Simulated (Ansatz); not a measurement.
# GaN: the cost of one run

Computed with Ansatz 0.2.0 (DFT LDA, scalar-relativistic, plane waves, PAW, unless a step's input says otherwise).

The COD entry's cell or inner coordinates are ideal or old and differ from later refinements, so a difference from it is no clean test against experiment.

1 further run of the same task is left out (set aside as unsound or not needed).

**1. Starting point**

Symmetry: P6_3mc, No. 186, hexagonal system. Conventional cell: a = 3.152 Å, b = 3.152 Å, c = 5.138 Å, α = 90.00°, β = 90.00°, γ = 120.00°. Ga (site symmetry 3m) is surrounded by 4 N at 1.93 Å. N (site symmetry 3m) is surrounded by 4 Ga at 1.93 Å.

Coordinates:

```
Ga N
1.0
     3.15168    0.00000    0.00000
    -1.57584    2.72944    0.00000
     0.00000    0.00000    5.13831
Ga N
2 2
Direct
  0.33333 0.66667 0.99930
  0.66667 0.33333 0.49930
  0.33333 0.66667 0.37570
  0.66667 0.33333 0.87570
```

This cell was relaxed beforehand with the same method: volume 11.05 Å³/atom, gap on the mesh 2.13 eV.

**2. The scan**

The energy is mapped over the lattice constants a and c of the conventional cell.

The axes are (1) lattice constant a (and b): 5 values from 2.931 to 3.372 Å; (2) lattice constant c: 5 values from 4.522 to 5.755 Å.

Nothing else is relaxed (fractional coordinates fixed). Energies count from the relaxed crystal. Points are written as (first, second).

**3. The run at (2.931 Å, 4.830 Å)**

File input.yaml:

```yaml
crystal:
  lattice:
    - [2.9311, 0.0, 0.0]
    - [-1.46555, 2.538407061, 0.0]
    - [0.0, 0.0, 4.83]
  atoms:
    - { symbol: Ga, position: [0.3333333333, 0.6666666667, 0.9992962937] }
    - { symbol: Ga, position: [0.6666666667, 0.3333333333, 0.4992962937] }
    - { symbol: "N", position: [0.3333333333, 0.6666666667, 0.3757037063] }
    - { symbol: "N", position: [0.6666666667, 0.3333333333, 0.8757037063] }
basis:
  ecutwfc: 520.0
kpoints:
  mp_grid: { grid: [12, 12, 6] }
hamiltonian:
  xc: lda
  pseudopotentials: { kind: paw }
scf:
  occupations: { method: gaussian, width: 0.05 }
output:
  forces: true
  stress: true
  eigenvalues: true
  write_density: true
  write_potential: true
  elf: true
  volumetric_format: npy
```

Run with:

```console
> ansatz run input.yaml --threads 1 --pin off --max-ram 2048MiB --backend cpu --events-out ev --progress --plain --runs-dir out
```

What time and memory should one allow on 1 thread of Arm Neoverse N1, shared host?

About 16 s, with a peak of 0.36 GiB.
